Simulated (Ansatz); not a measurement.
The system is Ta3AsAu2O13.

```
CELL_PARAMETERS angstrom
5.88672 0.00000 0.00000
2.19986 5.91413 0.00000
1.85109 1.73865 7.56124
ATOMIC_POSITIONS crystal
Ta 0.39605 0.05000 0.58683
Ta 0.95891 0.61806 0.76348
Ta 0.06984 0.27356 0.18903
As 0.07072 0.88917 0.02743
Au 0.21939 0.67567 0.38144
Au 0.68925 0.45927 0.56874
O 0.16689 0.59518 0.16534
O 0.86104 0.11514 0.11677
O 0.26950 0.96377 0.83676
O 0.87527 0.82792 0.92000
O 0.70329 0.78261 0.54686
O 0.17528 0.40817 0.59350
O 0.27798 0.92640 0.17203
O 0.64612 0.14878 0.61595
O 0.14281 0.39538 0.93941
O 0.30048 0.17203 0.35732
O 0.19051 0.80386 0.59347
O 0.70787 0.47140 0.81379
O 0.77878 0.42364 0.31185
```

The cell was built by a generator and needn't be a form met in nature.

| Item | Value |
| --- | --- |
| Program | Ansatz 0.2.0 |
| Task | relaxation of cell and atoms |
| Functional | PBE |
| Dispersion | D3(BJ) |
| Potentials or basis | Ansatz PAW |
| Cutoff | 420 eV (not typed: the program's choice for these potentials) |
| k mesh | 4 × 4 × 3 |
| Occupations | fermi-dirac, width 0.05 eV |
| Spin | no spin polarisation |

At the start: volume 13.85 Å³/atom.

Question: Where does the relaxation end?

Answer: It ends after 17 steps and the volume is 13.19 Å³/atom (-4.8 %); space group P1 (No. 1, to 0.05 Å).

Step by step:
| step | energy change (eV) | largest force (eV/Å) | volume (Å³) |
| --- | --- | --- | --- |
| 1 | 0.0000 | 0.0128 | 263.24 |
| 2 | -0.0857 | 0.4000 | 253.10 |
| 3 | -0.0939 | 0.2114 | 255.23 |
| 4 | -0.1081 | 0.1049 | 254.03 |
| 5 | -0.1158 | 0.0584 | 253.10 |
| 6 | -0.1184 | 0.0398 | 252.59 |
| 7 | -0.1188 | 0.0219 | 252.51 |
| 8 | -0.1189 | 0.0186 | 252.52 |
| 9 | -0.1190 | 0.0055 | 252.50 |
| 10 | -0.0874 | 0.0060 | 252.50 |
| 11 | -0.0938 | 0.0387 | 251.17 |
| 12 | -0.0949 | 0.0203 | 251.01 |
| 13 | -0.0947 | 0.0129 | 251.08 |
| 14 | -0.0952 | 0.0103 | 250.97 |
| 15 | -0.0892 | 0.0104 | 250.97 |
| 16 | -0.0906 | 0.0053 | 250.66 |
| 17 | -0.0893 | 0.0053 | 250.66 |

Final structure:
```
Ta As Au O
1.0
     5.75778    0.06740    0.08585
     2.21939    5.83049    0.03226
     1.94072    1.72807    7.52878
Ta As Au O
3 1 2 13
Direct
  0.39405 0.05232 0.58265
  0.94599 0.63210 0.76389
  0.07431 0.27669 0.18504
  0.05956 0.89304 0.02975
  0.22762 0.67711 0.37703
  0.69492 0.44497 0.57579
  0.17000 0.59576 0.16380
  0.84799 0.12133 0.12473
  0.26043 0.96544 0.83391
  0.85397 0.83169 0.93137
  0.71110 0.77214 0.54442
  0.18213 0.40838 0.59185
  0.28537 0.92907 0.16341
  0.66471 0.12515 0.62227
  0.14659 0.40081 0.93389
  0.31181 0.17328 0.34969
  0.19497 0.80802 0.58967
  0.70403 0.46805 0.82032
  0.77044 0.42468 0.31652
```

Caveat: the plane-wave basis is chosen anew once the cell has moved, so the energies of steps on either side of that aren't comparable; the pressure holds a Pulay correction of +0.6 GPa for the finite cutoff.
